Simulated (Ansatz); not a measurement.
# BrH2NSi: the cost of one run

All numbers below are computed with Ansatz 0.2.0 (RKS PBE0/def2-SVP).

1 further run of the same task is left out (it didn't finish).

**1. The system as given**

Bond lengths: N1–Si2 1.654 Å, Si2–Br3 2.182 Å, N1–H4 1.079 Å, N1–H5 1.020 Å. Angles: N1–Si2–Br3 102.8°, Si2–N1–H4 110.8°, Si2–N1–H5 114.4°, H4–N1–H5 103.4°.

Structure file:

```xyz
5

N    -0.7524    0.2957   -0.2836
Si   -0.3118   -0.7005    0.9610
Br    1.8503   -0.8571    0.7124
H    -0.2329    1.2396   -0.2218
H    -0.5033   -0.0513   -1.2094
```

**2. Relaxing end A**

input.yaml reads:

```yaml
crystal:
  periodic: [false, false, false]
  atoms:
    - { symbol: "N", position_ang: [-0.7524, 0.2957, -0.2836] }
    - { symbol: Si, position_ang: [-0.3118, -0.7005, 0.961] }
    - { symbol: Br, position_ang: [1.8503, -0.8571, 0.7124] }
    - { symbol: H, position_ang: [-0.2329, 1.2396, -0.2218] }
    - { symbol: H, position_ang: [-0.5033, -0.0513, -1.2094] }
basis:
  gaussian: { orbitals: def2-SVP }
hamiltonian:
  xc: pbe0
relax:
  f_tol: 0.015
  max_steps: 40
output:
  orbitals: {}
```

Launch:

```
> ansatz run input.yaml --threads 1 --pin off --max-ram 2048MiB --backend cpu --events-out ev --progress --plain --runs-dir out
```

**Question.** How long does this run take on 1 thread of Arm Neoverse V1, shared host, and how much memory does it need?

About 29 s, with a peak of 0.14 GiB.
